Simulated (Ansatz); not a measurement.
# B12Ru: a trial structure relaxed, part 2 of 3

Where does this trial cell of B12Ru go when cell and atoms are let free?

Ansatz 0.2.0; DFT PBE, scalar-relativistic, plane waves, PAW. The steps go on from the part before.

## (3) Rough relaxation on the coarse mesh

File input.yaml:

```yaml
crystal:
  lattice:
    - [4.58416972, 0.0, 0.0]
    - [0.0, 4.58416972, 0.0]
    - [0.0, 0.0, 4.58416972]
  atoms:
    - { symbol: B, position: [0.5, 0.85761264, 0.85761264] }
    - { symbol: B, position: [0.5, 0.14238736, 0.85761264] }
    - { symbol: B, position: [0.5, 0.85761264, 0.14238736] }
    - { symbol: B, position: [0.5, 0.14238736, 0.14238736] }
    - { symbol: B, position: [0.85761264, 0.5, 0.85761264] }
    - { symbol: B, position: [0.85761264, 0.5, 0.14238736] }
    - { symbol: B, position: [0.14238736, 0.5, 0.85761264] }
    - { symbol: B, position: [0.14238736, 0.5, 0.14238736] }
    - { symbol: B, position: [0.85761264, 0.85761264, 0.5] }
    - { symbol: B, position: [0.14238736, 0.85761264, 0.5] }
    - { symbol: B, position: [0.85761264, 0.14238736, 0.5] }
    - { symbol: B, position: [0.14238736, 0.14238736, 0.5] }
    - { symbol: Ru, position: [0.0, 0.0, 0.0] }
basis:
  ecutwfc: 420
kpoints:
  mp_grid: { grid: [4, 4, 4] }
hamiltonian:
  xc: pbe
scf:
  occupations: { method: gaussian, width: 0.1 }
  lower_state_search: "off"
output:
  forces: true
  stress: true
  eigenvalues: true
relax:
  adjacent_minimum: "off"
  f_tol: 0.04
  max_steps: 70
  cell: { stress_tol: 0.4 }
```

Launch:

```bash
$ ansatz run input.yaml --threads 1 --pin off --max-ram 2048MiB --backend cpu --events-out ev --progress --plain --runs-dir out
```

Log:

```text
Warning: RAYON_NUM_THREADS=1 ignored (pool sized by the plan → 1); use --threads N
Engine: ansatz 0.2.0, x86_64-unknown-linux-gnu
Pseudopotentials: kind: paw
Pseudopotential: B, paw, valence charge 3, recommended cutoff 420 eV (normal), B.paw.azcp
Pseudopotential: Ru, paw, valence charge 16, recommended cutoff 420 eV (normal), Ru.paw.azcp
Functional definition: PBE
  parameter kappa = 0.804
  parameter beta = 0.06672455060314922
  exchange = pbe_x(kappa = kappa, mu = beta*pi^2/3)
  correlation = pbe_c(beta = beta)
Crystal: 13 atoms, lattice volume = 96.335 Å³
Basis set: ecut = 420 eV, 1863 PW (Γ), exchange–correlation on 64×64×64 points (8 copies of the dense FFT grid, shifted against one another)
Bands: 39, of which v1, the nominal top of the filled ones, is band 26 counted from 1 (25 counted from 0)
Symmetry: 48 space group operations
Space group: Pm-3m (ITA 221), of the structure as read, at distance tolerance 4.6e-5 Å
k-points: 10 of 64
Non-local potential: B, projectors of the file, l = 0: 2, l = 1: 2, l = 2: 1
Non-local potential: Ru, projectors of the file, l = 0: 3, l = 1: 2, l = 2: 2, l = 3: 1
PAW form: soft (Blöchl's): semilocal exchange-correlation on the pseudo side does not see the compensation charge
PAW one-centre angular grid: B, 110 points (default); XC on 64 Gauss nodes
PAW one-centre angular grid: Ru, 590 points (default); XC on 64 Gauss nodes
Initial density: superposition of atomic densities (neutral atoms: chi_scale 0, normalization atom), corrected by the library's trained network
Initial wavefunctions: pseudopotential atomic-orbital guess
Functional: x = pbe(κ = 0.804, μ = 0.2195149727645171), c = pbe(β = 0.06672455060314922)
SCF iter   1: F=—  HF=-7705.314554 eV  |F-HF|=—  |Δ(HF+E_count)|=         —  Δρ=2.54e-2  dr2=7.88e-1  ethr=1.77e-3  ⟨swp⟩=6.1  Hψ=1845  notcnv=0  defer=5
preconditioner: auto → Kerker (q_TF=auto, 2.462 Å⁻¹)  [metal: Δε(μ)=0.093 eV  Ē_g=9.815 eV  σ=0.100 eV  W_gap=0.41  n_scr=26 (ndim 8)  ℏωp=25.1 eV  f_vac=0.000  D(μ)=5.57/eV (n_scr^D=56)]
SCF iter   2: F=—  HF=-7705.203335 eV  |F-HF|=—  |Δ(HF+E_count)|=   1.11e-1  Δρ=1.29e-2  dr2=2.16e-1  ethr=1.52e-3  ⟨swp⟩=1.1  Hψ=471  notcnv=0  defer=16
SCF iter   3: F=—  HF=-7705.167991 eV  |F-HF|=—  |Δ(HF+E_count)|=   3.53e-2  Δρ=2.48e-3  dr2=8.36e-3  ethr=4.16e-4  ⟨swp⟩=2.6  Hψ=566  notcnv=0  defer=23
SCF iter   4: F=—  HF=-7705.167370 eV  |F-HF|=—  |Δ(HF+E_count)|=   6.21e-4  Δρ=7.37e-4  dr2=1.00e-3  ethr=1.61e-5  ⟨swp⟩=2.3  Hψ=590  notcnv=0  defer=32
SCF iter   5: F=—  HF=-7705.167379 eV  |F-HF|=—  |Δ(HF+E_count)|=   9.30e-6  Δρ=2.92e-4  dr2=1.11e-4  ethr=1.93e-6  ⟨swp⟩=2.0  Hψ=464  notcnv=0  defer=32
SCF iter   6: F=—  HF=-7705.167393 eV  |F-HF|=—  |Δ(HF+E_count)|=   1.40e-5  Δρ=6.55e-5  dr2=7.65e-6  ethr=2.14e-7  ⟨swp⟩=2.3  Hψ=475  notcnv=0  defer=32
SCF iter   7: F=—  HF=-7705.167480 eV  |F-HF|=—  |Δ(HF+E_count)|=   8.73e-5  Δρ=1.62e-5  dr2=4.54e-7  ethr=1.47e-8  ⟨swp⟩=2.0  Hψ=530  notcnv=0  defer=41
SCF iter   8: F=-7705.167481 eV  HF=-7705.167481 eV  |F-HF|=1.62e-9  |Δ(HF+E_count)|=   1.27e-7  Δρ=2.87e-6  dr2=1.13e-8  ethr=1.92e-10  ⟨swp⟩=10.6  Hψ=1818  notcnv=0
SCF 1 converged in 8 iterations: F = -7705.167481 eV  dr2 = 1.13e-8
relax step   1: F+E_penalty+E_count = -7705.16748054 eV  Δ(F+E_penalty+E_count) = +0.000e0 eV  max|allowed force component| = 1.375e1 eV/Å  Δτ_max = 0.0000 Å  P = +127.951 GPa  Ω = 96.335 Å³  (8 SCF iters, dr2 threshold 1.00e-7 eV, accepted)
Crystal: 13 atoms, lattice volume = 105.479 Å³
Basis set: ecut = 420 eV, 2103 PW (Γ), exchange–correlation on 64×64×64 points (8 copies of the dense FFT grid, shifted against one another)
Initial density: handed on by an earlier stage of this run
Initial wavefunctions: those handed on with the density
SCF iter   1: F=—  HF=-7726.313364 eV  |F-HF|=—  |Δ(HF+E_count)|=         —  Δρ=9.97e-2  dr2=1.73e1  ethr=3.10e-3  ⟨swp⟩=6.6  Hψ=1521  notcnv=0  defer=7
preconditioner: auto → Resta (q_TF=auto, 2.425 Å⁻¹)  ε∞=8.3  [insulator: Δε(μ)=0.138 eV  Ē_g=8.865 eV  σ=0.100 eV  W_gap=0.53  n_scr=26 (ndim 8)  ℏωp=24.0 eV  f_vac=0.000  D(μ)=7.21/eV (n_scr^D=80)  ε∞_Penn≈8.3]
SCF iter   2: F=—  HF=-7723.325813 eV  |F-HF|=—  |Δ(HF+E_count)|=    2.99e0  Δρ=4.45e-2  dr2=3.80e0  ethr=3.10e-3  ⟨swp⟩=2.2  Hψ=747  notcnv=0  defer=39
SCF iter   3: F=—  HF=-7722.490200 eV  |F-HF|=—  |Δ(HF+E_count)|=   8.36e-1  Δρ=7.87e-3  dr2=4.22e-2  ethr=3.10e-3  ⟨swp⟩=2.1  Hψ=661  notcnv=0  defer=44
SCF iter   4: F=—  HF=-7722.491552 eV  |F-HF|=—  |Δ(HF+E_count)|=   1.35e-3  Δρ=4.25e-3  dr2=3.84e-2  ethr=8.12e-5  ⟨swp⟩=2.3  Hψ=658  notcnv=0  defer=45
SCF iter   5: F=—  HF=-7722.489492 eV  |F-HF|=—  |Δ(HF+E_count)|=   2.06e-3  Δρ=1.12e-3  dr2=2.92e-3  ethr=7.38e-5  ⟨swp⟩=1.0  Hψ=333  notcnv=0  defer=45
SCF iter   6: F=—  HF=-7722.489222 eV  |F-HF|=—  |Δ(HF+E_count)|=   2.71e-4  Δρ=2.22e-4  dr2=1.00e-4  ethr=5.62e-6  ⟨swp⟩=1.8  Hψ=506  notcnv=0  defer=45
SCF iter   7: F=—  HF=-7722.489294 eV  |F-HF|=—  |Δ(HF+E_count)|=   7.16e-5  Δρ=1.07e-4  dr2=2.66e-5  ethr=1.92e-7  ⟨swp⟩=2.1  Hψ=510  notcnv=0  defer=45
SCF iter   8: F=-7722.489294 eV  HF=-7722.489294 eV  |F-HF|=2.06e-7  |Δ(HF+E_count)|=   2.07e-7  Δρ=1.50e-5  dr2=3.10e-7  ethr=2.50e-9  ⟨swp⟩=10.0  Hψ=2151  notcnv=0
SCF 2 converged in 8 iterations: F = -7722.489294 eV  dr2 = 3.10e-7
relax step   2: F+E_penalty+E_count = -7722.48929353 eV  Δ(F+E_penalty+E_count) = -1.732e1 eV  max|allowed force component| = 6.699e0 eV/Å  Δτ_max = 0.0732 Å  P = +47.088 GPa  Ω = 105.479 Å³  energy of the carried Pulay correction = -1.666e-2 eV  (8 SCF iters, dr2 threshold 1.30e-6 eV, accepted)
Crystal: 13 atoms, lattice volume = 94.495 Å³
Basis set: ecut = 420 eV, 1839 PW (Γ), exchange–correlation on 64×64×64 points (8 copies of the dense FFT grid, shifted against one another)
SCF iter   1: F=—  HF=-7733.705840 eV  |F-HF|=—  |Δ(HF+E_count)|=         —  Δρ=5.81e-2  dr2=4.82e0  ethr=3.10e-3  ⟨swp⟩=7.6  Hψ=1842  notcnv=0  defer=2
preconditioner: auto → Kerker (q_TF=auto, 2.470 Å⁻¹)  [metal: Δε(μ)=0.011 eV  Ē_g=9.642 eV  σ=0.100 eV  W_gap=0.06  n_scr=26 (ndim 8)  ℏωp=25.3 eV  f_vac=0.000  D(μ)=8.23/eV (n_scr^D=92)]
SCF iter   2: F=—  HF=-7732.723493 eV  |F-HF|=—  |Δ(HF+E_count)|=   9.82e-1  Δρ=3.03e-2  dr2=1.32e0  ethr=3.10e-3  ⟨swp⟩=2.7  Hψ=668  notcnv=0  defer=56
SCF iter   3: F=—  HF=-7732.325275 eV  |F-HF|=—  |Δ(HF+E_count)|=   3.98e-1  Δρ=5.76e-3  dr2=7.05e-2  ethr=2.55e-3  ⟨swp⟩=2.1  Hψ=580  notcnv=0  defer=56
SCF iter   4: F=—  HF=-7732.319826 eV  |F-HF|=—  |Δ(HF+E_count)|=   5.45e-3  Δρ=3.17e-3  dr2=2.21e-2  ethr=1.36e-4  ⟨swp⟩=1.0  Hψ=470  notcnv=0  defer=56
SCF iter   5: F=—  HF=-7732.317204 eV  |F-HF|=—  |Δ(HF+E_count)|=   2.62e-3  Δρ=3.26e-4  dr2=1.67e-4  ethr=4.26e-5  ⟨swp⟩=1.3  Hψ=337  notcnv=0  defer=56
SCF iter   6: F=—  HF=-7732.317193 eV  |F-HF|=—  |Δ(HF+E_count)|=   1.12e-5  Δρ=1.04e-4  dr2=2.50e-5  ethr=3.22e-7  ⟨swp⟩=2.4  Hψ=572  notcnv=0  defer=56
SCF iter   7: F=-7732.317190 eV  HF=-7732.317189 eV  |F-HF|=6.54e-8  |Δ(HF+E_count)|=   3.08e-6  Δρ=3.46e-5  dr2=1.05e-6  ethr=2.50e-9  ⟨swp⟩=10.7  Hψ=2222  notcnv=0
SCF 3 converged in 7 iterations: F = -7732.317190 eV  dr2 = 1.05e-6
relax step   3: F+E_penalty+E_count = -7732.31718950 eV  Δ(F+E_penalty+E_count) = -9.828e0 eV  max|allowed force component| = 3.653e0 eV/Å  Δτ_max = 0.1427 Å  P = +18.149 GPa  Ω = 94.495 Å³  energy of the carried Pulay correction = +3.544e-3 eV  (7 SCF iters, dr2 threshold 1.30e-6 eV, accepted)
[... 11 lines left out ...]
relax step   4: F+E_penalty+E_count = -7736.54860748 eV  Δ(F+E_penalty+E_count) = -4.231e0 eV  max|allowed force component| = 6.504e-1 eV/Å  Δτ_max = 0.1578 Å  P = +33.059 GPa  Ω = 81.242 Å³  energy of the carried Pulay correction = +3.126e-2 eV  (7 SCF iters, dr2 threshold 1.30e-6 eV, accepted)
[... 11 lines left out ...]
relax step   5: F+E_penalty+E_count = -7737.13126916 eV  Δ(F+E_penalty+E_count) = -5.827e-1 eV  max|allowed force component| = 7.845e-1 eV/Å  Δτ_max = 0.0109 Å  P = +14.032 GPa  Ω = 86.237 Å³  energy of the carried Pulay correction = +2.034e-2 eV  (6 SCF iters, dr2 threshold 1.30e-6 eV, accepted)
[... 12 lines left out ...]
relax step   6: F+E_penalty+E_count = -7737.57535268 eV  Δ(F+E_penalty+E_count) = -4.441e-1 eV  max|allowed force component| = 3.137e-1 eV/Å  Δτ_max = 0.0388 Å  P = -2.728 GPa  Ω = 91.603 Å³  energy of the carried Pulay correction = +9.256e-3 eV  (6 SCF iters, dr2 threshold 1.30e-6 eV, accepted)
[... 10 lines left out ...]
relax step   7: F+E_penalty+E_count = -7737.65483180 eV  Δ(F+E_penalty+E_count) = -7.948e-2 eV  max|allowed force component| = 4.208e-2 eV/Å  Δτ_max = 0.0299 Å  P = -0.664 GPa  Ω = 90.869 Å³  energy of the carried Pulay correction = +1.073e-2 eV  (6 SCF iters, dr2 threshold 1.30e-6 eV, accepted)
[... 11 lines left out ...]
relax step   8: F+E_penalty+E_count = -7737.65725188 eV  Δ(F+E_penalty+E_count) = -2.420e-3 eV  max|allowed force component| = 8.667e-3 eV/Å  Δτ_max = 0.0043 Å  P = +0.268 GPa  Ω = 90.503 Å³  energy of the carried Pulay correction = +1.148e-2 eV  (6 SCF iters, dr2 threshold 1.10e-6 eV, accepted)
Initial wavefunctions: pseudopotential atomic-orbital guess (no wavefunctions were taken with the density)
iter 1 solved again at ethr=9.54e-8 eV; its pass at ethr=3.10e-3 eV (dr2=4.96e-5 eV) is discarded
SCF iter   1: F=—  HF=-7737.649590 eV  |F-HF|=—  |Δ(HF+E_count)|=         —  Δρ=1.65e-4  dr2=3.30e-6  ethr=9.54e-8  ⟨swp⟩=2.3  Hψ=2448  notcnv=0
preconditioner: auto → Kerker (q_TF=auto, 2.488 Å⁻¹)  [metal: Δε(μ)=0.090 eV  Ē_g=10.113 eV  σ=0.100 eV  W_gap=0.46  n_scr=26 (ndim 8)  ℏωp=25.9 eV  f_vac=0.000  D(μ)=7.99/eV (n_scr^D=92)]
SCF iter   2: F=—  HF=-7737.649631 eV  |F-HF|=—  |Δ(HF+E_count)|=   4.10e-5  Δρ=8.69e-5  dr2=7.54e-7  ethr=6.34e-9  ⟨swp⟩=2.0  Hψ=625  notcnv=0
SCF iter   3: F=—  HF=-7737.649634 eV  |F-HF|=—  |Δ(HF+E_count)|=   3.13e-6  Δρ=7.33e-6  dr2=1.02e-8  ethr=1.45e-9  ⟨swp⟩=2.0  Hψ=651  notcnv=0
iter 4 did not close the SCF: its close was put off for the readings that it lacked (scf_convergence_deferred on its scf_iter line)
SCF iter   4: F=-7737.649634 eV  HF=-7737.649634 eV  |F-HF|=4.18e-11  |Δ(HF+E_count)|=   2.03e-8  Δρ=6.02e-7  dr2=2.50e-10  ethr=1.96e-11  ⟨swp⟩=2.2  Hψ=640  notcnv=0
iter 5 did not close the SCF: its close was put off for the readings that it lacked (scf_convergence_deferred on its scf_iter line)
SCF iter   5: F=-7737.649634 eV  HF=-7737.649634 eV  |F-HF|=1.82e-12  |Δ(HF+E_count)|=  6.37e-12  Δρ=1.21e-7  dr2=1.46e-11  ethr=1.00e-12  ⟨swp⟩=1.0  Hψ=390  notcnv=0
SCF iter   6: F=-7737.649634 eV  HF=-7737.649634 eV  |F-HF|=1.82e-12  |Δ(HF+E_count)|=  2.73e-12  Δρ=2.90e-8  dr2=1.12e-12  ethr=1.00e-12  ⟨swp⟩=2.4  Hψ=951  notcnv=0
SCF 9 converged in 6 iterations: F = -7737.649634 eV  dr2 = 1.12e-12
relax step   9: F+E_penalty+E_count = -7737.64963446 eV  Δ(F+E_penalty+E_count) = +7.617e-3 eV  max|allowed force component| = 8.439e-3 eV/Å  Δτ_max = 0.0000 Å  P = +0.127 GPa  Ω = 90.503 Å³  stress off target by 1.27e-1 GPa  SCF on the basis re-selected at this cell (its energy is not comparable with the rows above)  (6 SCF iters)
basis re-selected at this cell: Δ(F+E_penalty+E_count) = +7.617e-3 eV, ΔP = -0.141 GPa vs the last step (what re-selecting the basis moved, of the pressure what is left beyond the Pulay correction that the steps carried, after the strain that the cell walked since its last selection, with what the two solves' SCF thresholds leave and, on support functions, any second-order correction that the steps lacked; it is no measure of the basis error at this ecutwfc). This SCF's stress stands 1.27e-1 GPa from its target on what of the cell is left free (relax.cell.stress_tol is 4.00e-1 GPa) and its largest allowed force component is 8.44e-3 eV/Å (relax.f_tol is 4.00e-2 eV/Å): within both
SCF converged after 6 iterations
Free energy (F): -7737.649634 eV
Harris-Foulkes:  -7737.649634 eV  (|F-HF|=1.82e-12)
Internal energy: -7737.609652 eV  (E = F + TS)
E sigma→0 (E₀):  -7737.629643 eV
Entropy (-TS):   -0.039982 eV (-3.076 meV/atom)
Fermi energy:    13.720850 eV
--- Per-component energies (eV) ---
  E_band       = 41.886348
  E_kinetic    = 1104.347201
  E_local      = -2087.246954  (includes V_loc(G=0)·N_el)
  E_nonlocal   = 487.432314
  E_hartree    = 745.724072
  E_xc         = -576.193744
  E_vxc        = -697.457215  (∫ρ·V_xc dr)
  E_paw        = -4405.689902  (= ΣΔE_a)
  E_vpaw       = -256.636915  (= ΣTr[D̂ρ^β])
  E_aug_tail   = -0.000197  (compensation charges beyond the density's cutoff)
  E_ewald      = -3005.982440
  E_smearing   = -0.039982  (= −TS)
  E_closure    = -0.000000  (closes the sum)
  Σ components = -7737.649634   (vs F -7737.649634, Δ=0.00e0)
--- Forces (eV/Å), atoms counted from 1 ---
  atom   1  B      0.00000000    -0.00843901    -0.00843901
  atom   2  B      0.00000000     0.00843901    -0.00843901
  atom   3  B     -0.00000000    -0.00843901     0.00843901
  atom   4  B     -0.00000000     0.00843901     0.00843901
  atom   5  B     -0.00843901     0.00000000    -0.00843901
  atom   6  B     -0.00843901     0.00000000     0.00843901
  atom   7  B      0.00843901    -0.00000000    -0.00843901
  atom   8  B      0.00843901    -0.00000000     0.00843901
  atom   9  B     -0.00843901    -0.00843901     0.00000000
  atom  10  B      0.00843901    -0.00843901    -0.00000000
  atom  11  B     -0.00843901     0.00843901     0.00000000
  atom  12  B      0.00843901     0.00843901    -0.00000000
  atom  13  Ru    -0.00000000     0.00000000    -0.00000000
  max |Σ_I F_I| component: 7.11e-17 eV/Å
--- Stress (GPa, compression-positive) ---
        0.126874       0.000000      -0.000000
        0.000000       0.126874      -0.000000
       -0.000000      -0.000000       0.126874
  P = ⅓ Tr σ = 0.1269 GPa (1.269 kbar)
--- Band table (eV; the first three rows and the last of 10) ---
  k-point 0: bands = ["-58.4182", "-28.5373", "-28.5373", "-28.5373", "-2.7867", "2.5156", "2.5156", "3.0726", "3.0726", "3.0726", "4.5196", "6.7773", "6.7773", "6.7773", "7.6314", "7.6314", "9.3476", "9.3476", "9.3476", "9.4952", "9.4952", "9.4952", "10.6074", "13.2598", "13.2598", "13.2598", "14.3864", "14.3864", "17.0508", "17.0508", "17.0508", "18.3862", "20.0396", "20.0396", "20.0396", "20.1664", "20.1664", "20.1664", "21.2507"]
  k-point 1: bands = ["-58.4182", "-28.5385", "-28.5373", "-28.5373", "-2.4190", "0.5799", "2.8861", "3.3291", "3.3291", "4.0622", "5.7840", "5.7840", "5.8299", "6.1847", "7.0417", "7.1274", "9.2474", "9.2474", "9.6745", "9.7060", "10.6926", "10.6926", "11.7066", "13.2524", "13.7677", "13.7677", "13.9871", "14.4213", "16.1439", "16.4168", "16.4168", "17.9537", "19.0389", "19.0389", "19.1455", "20.2333", "20.6360", "20.6360", "20.7581"]
  k-point 2: bands = ["-58.4182", "-28.5397", "-28.5372", "-28.5372", "-1.5957", "-0.9153", "3.7823", "3.7823", "3.8116", "4.2190", "4.7924", "4.8736", "4.8736", "6.2146", "7.4775", "7.7336", "8.8380", "9.0612", "9.0612", "10.2983", "12.2074", "12.2074", "12.7370", "13.5532", "13.5532", "13.6026", "13.9071", "14.4874", "15.1639", "16.1323", "16.8111", "16.8111", "17.4705", "17.5547", "17.5547", "20.7250", "20.7250", "21.9493", "21.9493"]
  k-point 9: bands = ["-58.4181", "-28.5395", "-28.5395", "-28.5395", "0.9140", "0.9140", "0.9140", "1.0872", "2.1408", "2.1408", "2.1408", "4.4405", "10.2260", "10.2260", "10.2260", "10.6893", "10.6893", "10.6893", "10.9639", "10.9639", "11.3057", "11.3057", "11.3057", "11.7008", "11.7008", "11.7008", "13.2130", "13.2130", "14.8757", "14.8757", "14.8757", "17.7730", "17.7730", "17.7730", "18.6702", "20.0451", "20.0451", "20.0968", "20.2652"]
--- Relaxed structure (8 steps of the walk, 8 accepted, 1 SCFs on fresh bases) ---
  F+E_penalty+E_count = -7737.64963446 eV   max|allowed force component| = 8.439e-3 eV/Å   (the final SCF, on the basis selected at the relaxed cell)
  cell:  # Å, volume = 90.5027 Å³
    - [4.489732352595391, -8.544307951192955e-33, -3.033339662409896e-33]
    - [-7.525170022288042e-33, 4.489732352595391, 2.5679065925163143e-34]
    - [-3.033339662409896e-33, 1.2839532962581572e-34, 4.489732352595391]
  atoms:
    - { symbol: B, position: [0.49999999999999994, 0.7917173858522942, 0.7917173858522942] }
    - { symbol: B, position: [0.49999999999999994, 0.20828261414770566, 0.7917173858522942] }
    - { symbol: B, position: [0.49999999999999994, 0.7917173858522942, 0.20828261414770569] }
    - { symbol: B, position: [0.49999999999999994, 0.20828261414770566, 0.20828261414770569] }
    - { symbol: B, position: [0.7917173858522942, 0.49999999999999994, 0.7917173858522942] }
    - { symbol: B, position: [0.7917173858522942, 0.49999999999999994, 0.20828261414770569] }
    - { symbol: B, position: [0.2082826141477057, 0.49999999999999994, 0.7917173858522942] }
    - { symbol: B, position: [0.2082826141477057, 0.49999999999999994, 0.20828261414770569] }
    - { symbol: B, position: [0.7917173858522942, 0.7917173858522942, 0.49999999999999994] }
    - { symbol: B, position: [0.2082826141477057, 0.7917173858522942, 0.49999999999999994] }
    - { symbol: B, position: [0.7917173858522942, 0.20828261414770569, 0.49999999999999994] }
    - { symbol: B, position: [0.20828261414770569, 0.20828261414770569, 0.49999999999999994] }
    - { symbol: Ru, position: [-1.5718821245285148e-18, -2.0230705121246625e-18, 3.2019821055210503e-19] }
```

Run time: 21 s. Hardware: 1 thread of Intel Xeon Platinum 8375C at 2.90GHz (Ice Lake), shared host; peak memory 0.43 GiB.

Step by step:

```
step  E - E(step 1) (eV/cell)  largest force component (eV/Å)  pressure (GPa)  volume (Å³)
   1                   0.0000                         13.7466          127.95        96.33
   2                 -17.3218                          6.6988           47.09       105.48
   3                 -27.1497                          3.6529           18.15        94.50
   4                 -31.3811                          0.6504           33.06        81.24
   5                 -31.9638                          0.7845           14.03        86.24
   6                 -32.4079                          0.3137           -2.73        91.60
   7                 -32.4874                          0.0421           -0.66        90.87
   8                 -32.4898                          0.0087            0.27        90.50
   9                 -32.4822                          0.0084            0.13        90.50
```

Step 1 is the start. Step 9 repeats the geometry before it on a plane-wave basis chosen anew for that cell, so its energy need not be comparable with the rows above.

|  | before | after | change |
| --- | --- | --- | --- |
| a (Å) | 4.584 | 4.490 | -2.1 % |
| b (Å) | 4.584 | 4.490 | -2.1 % |
| c (Å) | 4.584 | 4.490 | -2.1 % |
| volume (Å³/atom) | 7.41 | 6.96 | -6.1 % |
| shortest distance (Å) | 1.305 | 1.852 | +41.9 % |
| space group (0.01 Å) | Pm-3m | Pm-3m | same |

Forces and stress were held to the start's 48 operations: a distortion of lower symmetry was not tested.

(Part 2 of 3 ends here.)
